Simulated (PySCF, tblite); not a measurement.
**C5H6F3OPSi: geometry, infrared bands and NMR shifts**

Aim: predict the infrared bands and NMR shifts of C5H6F3OPSi (`Cc1oc(C(F)(F)F)pc1[SiH3]`).

The runs use tblite 0.8.0 and PySCF 2.14.0, with density-fitted response routines of our own; the level of theory stands in each step. All values are computed, except where a source is named. Atoms count from 0, in the outputs and in this text.

## Step 1: The molecule as given

17 atoms, charge 0, multiplicity 1; geometry from: force field or distance geometry start.

Bonds of the start (Å): C0–C1 1.52, C1–O2 1.29, O2–C3 1.26, C3–C4 1.48, C4–F5 1.39, C4–F6 1.37, C4–F7 1.38, C3–P8 1.81, P8–C9 1.80, C9–Si10 1.84, C9–C1 1.36, C0–H11 1.11, C0–H12 1.12, C0–H13 1.09, Si10–H14 1.49, Si10–H15 1.48, Si10–H16 1.46.

## Step 2: Optimising the geometry with GFN2-xTB

What the job is given:

```
{"job": {"kind": "relax", "xc": "GFN2-xTB", "basis": "xTB"}, "charge": 0, "multiplicity": 1}
C     -1.256100    -1.694700     0.027300
C     -0.277800    -0.532400    -0.008000
O      0.992300    -0.731400    -0.003000
C      1.824700     0.214800    -0.036700
C      3.298400     0.079700    -0.031800
F      3.776700     1.360700    -0.276200
F      3.760200    -0.722400    -1.046200
F      3.682000    -0.395100     1.206300
P      0.802000     1.709300    -0.041000
C     -0.727900     0.753000    -0.009600
Si    -2.482900     1.312300    -0.008800
H     -1.527800    -1.896000    -1.027000
H     -0.804000    -2.578000     0.536900
H     -2.120000    -1.394600     0.627900
H     -2.655800     2.502200     0.878700
H     -2.933800     1.742100    -1.347800
H     -3.357100     0.282300     0.549100
```

Command:

```sh
OMP_NUM_THREADS=1 python probes_run.py task.json out
```

The driver reads the jobs from task.json and runs them one after another.

**Question.** This job is followed by: GFN2-xTB harmonic vibrations, gas phase; GIAO PBE0/pcSseg-1 NMR shielding, non-relativistic, gas phase. Predict these results of the whole session: strongest single infrared mode (GFN2-xTB); zero-point energy (GFN2-xTB); 13C shifts against TMS (PBE0/pcSseg-1); 1H shifts against TMS (PBE0/pcSseg-1, means over atoms taken as alike); 17O shifts against H2O (PBE0/pcSseg-1); 19F shifts against CFCl3 (PBE0/pcSseg-1, means over atoms taken as alike); 31P shifts against H3PO4 (PBE0/pcSseg-1); 29Si shifts against TMS (PBE0/pcSseg-1).

The runs gave:

```
                                                                 quantity                                 value
                                strongest single infrared mode (GFN2-xTB)                  785 cm⁻¹, 490 km/mol
                                             zero-point energy (GFN2-xTB)                         61.1 kcal/mol
                                   13C shifts against TMS (PBE0/pcSseg-1)  188.6, 174.0, 130.4, 127.5, 17.9 ppm
   1H shifts against TMS (PBE0/pcSseg-1, means over atoms taken as alike)                        4.58, 2.74 ppm
                                   17O shifts against H2O (PBE0/pcSseg-1)                             373.8 ppm
19F shifts against CFCl3 (PBE0/pcSseg-1, means over atoms taken as alike)                             -76.0 ppm
                                 31P shifts against H3PO4 (PBE0/pcSseg-1)                             192.5 ppm
                                  29Si shifts against TMS (PBE0/pcSseg-1)                             -81.4 ppm
```

**Reading.** Relaxing lowered the energy by 1.188 eV in 128 steps; the close pair that moved most is C3–P8, from 1.811 to 1.713 Å. All 45 modes are real, so the xTB geometry is a minimum. The strongest single mode, at 785 cm⁻¹, is carried by H16, H15, H14. GFN2-xTB is a fitted tight-binding method: band positions and strengths are rough. Its intensities can rank the bands wrongly. At PBE0/pcSseg-1: The widest tensor belongs to P8: span 502 ppm, with a paramagnetic part of -844 ppm. NICS(1)zz of -24 ppm above the planar ring from C1 marks a diatropic (aromatic) ring current.
